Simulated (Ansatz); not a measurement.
# Ni (fcc): electronic structure

What is the electronic structure of Ni (fcc) at the cell found before? The run doesn't test whether this is the element's stable form.

Method: DFT LDA, scalar-relativistic, plane waves, PAW, in Ansatz 0.2.0.

The structure is cubic, space group Fm-3m (No. 225). The conventional cell has a = 3.424 Å, b = 3.424 Å, c = 3.424 Å, α = 90.00°, β = 90.00°, γ = 90.00°. Ni (site symmetry m-3m) has 12 Ni at 2.42 Å as nearest neighbours.

Structure file:

```
Ni
1.0
     0.00000    1.71211    1.71211
     1.71211    0.00000    1.71211
     1.71211    1.71211    0.00000
Ni
1
Cartesian
  0.0000 0.0000 0.0000
```

The moments start at Ni 0.70 μB.

| quantity | value |
| --- | --- |
| pressure | -0.11 GPa |
| gap | none (metal) |
| states at the Fermi level | about 2 per eV per cell |
| spin moments in spheres | Ni 0.64 μB |

In words: Only this one magnetic order is considered here. There is no gap at this level of theory. Measured lattice constant a of Ni: 3.524 Å (300 K; quoted in “Multiple origins of extra electron diffractions in fcc metals”, 2023, arxiv:2311.10326). This calculation gives 3.424 Å (-2.8 %). The calculation is for 0 K without zero-point motion.

Which input would start the first run of this session?

The input that was used; it is not the only one that fits:

Input file input.yaml:

```yaml
crystal:
  lattice:
    - [0.0, 1.7121051126, 1.7121051126]
    - [1.7121051126, 0.0, 1.7121051126]
    - [1.7121051126, 1.7121051126, 0.0]
  atoms:
    - { symbol: Ni, position: [0.0, 0.0, 0.0], spin: 0.7 }
basis:
  ecutwfc: 420
  ecutrho_ratio: 4
kpoints:
  mp_grid: { grid: [20, 20, 20] }
  band_path:
    path:
      - [[0.0, 0.0, 0.0], [0.5, 0.0, 0.5], [0.625, 0.25, 0.625]]
      - [[0.375, 0.375, 0.75], [0.0, 0.0, 0.0], [0.5, 0.5, 0.5], [0.5, 0.25, 0.75], [0.5, 0.0, 0.5]]
    npoints: 14
hamiltonian:
  xc: lda
scf:
  occupations: { method: gaussian, width: 0.05 }
  lower_state_search: "off"
output:
  forces: true
  stress: true
  eigenvalues: true
  populations: true
  dos: { projected: true, de: 0.02, nscf_kmesh: { grid: [30, 30, 30] } }
  bader: true
magnetization:
  spin_polarized: true
checkpoint:
  read: start.run
  write: ck
  compress: false
  write_wavefunctions: false
  write_every: 100000
```

The run starts from a saved state of the same cell, the folder start.run.
